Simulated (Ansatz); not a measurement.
# HfSc2N2: the cost of one run

Computed with Ansatz 0.2.0 (DFT PBE, scalar-relativistic, plane waves, PAW, unless a step's input says otherwise).

1 further run of the same task is left out (set aside as unsound or not needed).

### Step 1. The structure to begin with

It takes space group I4/mmm (No. 139, tetragonal). The conventional cell has a = 4.012 Å, b = 4.012 Å, c = 9.348 Å, α = 90.00°, β = 90.00°, γ = 90.00°. Hf (site symmetry 4/mmm) has 10 Sc at 3.07 to 3.26 Å and 8 N at 3.08 Å as nearest neighbours. Sc (site symmetry 4mm) is surrounded by 4 N at 2.14 Å. N (site symmetry -4m2) is surrounded by 4 Sc at 2.14 Å and 4 Hf at 3.08 Å.

Structure file:

```
CELL_PARAMETERS angstrom
-2.00623 2.00623 4.67391
2.00623 -2.00623 4.67391
2.00623 2.00623 -4.67391
ATOMIC_POSITIONS crystal
Hf 0.00000 0.00000 0.00000
Sc 0.67122 0.67122 0.00000
Sc 0.32878 0.32878 0.00000
N 0.75000 0.25000 0.50000
N 0.25000 0.75000 0.50000
```

The cell was relaxed beforehand at this level, from a database cell with other species swapped in; it is a trial structure. At a tolerance of 0.05 Å it has space group I4/mmm (No. 139); it has 15.05 Å³/atom, an uncorrected energy of -0.57 eV/atom over the elements.

### Step 2. Bands, states and charges

input.yaml reads:

```yaml
crystal:
  lattice:
    - [-2.006233235, 2.006233235, 4.6739132473]
    - [2.006233235, -2.006233235, 4.6739132473]
    - [2.006233235, 2.006233235, -4.6739132473]
  atoms:
    - { symbol: Hf, position: [0.0, 0.0, 0.0] }
    - { symbol: Sc, position: [0.671216703, 0.671216703, 0.0] }
    - { symbol: Sc, position: [0.328783297, 0.328783297, 0.0] }
    - { symbol: "N", position: [0.75, 0.25, 0.5] }
    - { symbol: "N", position: [0.25, 0.75, 0.5] }
basis:
  ecutwfc: 420
kpoints:
  mp_grid: { grid: [14, 14, 14] }
  band_path:
    path:
      - [[0.0, 0.0, 0.0], [0.0, 0.0, 0.5], [0.25, 0.25, 0.25], [0.0, 0.5, 0.0], [0.0, 0.0, 0.0], [0.5, 0.5, -0.5], [0.29606187, 0.70393813, -0.29606187]]
      - [[-0.29606187, 0.29606187, 0.29606187], [0.0, 0.0, 0.0]]
      - [[0.0, 0.0, 0.5], [-0.09212374, 0.09212374, 0.5]]
      - [[0.5, 0.5, -0.09212374], [0.5, 0.5, -0.5]]
    npoints: 14
hamiltonian:
  xc: pbe
scf:
  occupations: { method: gaussian, width: 0.1 }
  n_extra_bands: 12
output:
  forces: true
  stress: true
  eigenvalues: true
  populations: true
  dos: { projected: true, de: 0.02, nscf_kmesh: { grid: [17, 17, 17] } }
  bader: true
```

On the command line:

```
> ansatz run input.yaml --threads 1 --pin off --max-ram 2560MiB --backend cpu --events-out ev --progress --plain --runs-dir out
```

Q: Estimate wall time and peak memory on 1 thread of Arm Neoverse V2, shared host.

About 2.1 min, with a peak of 1 GiB.
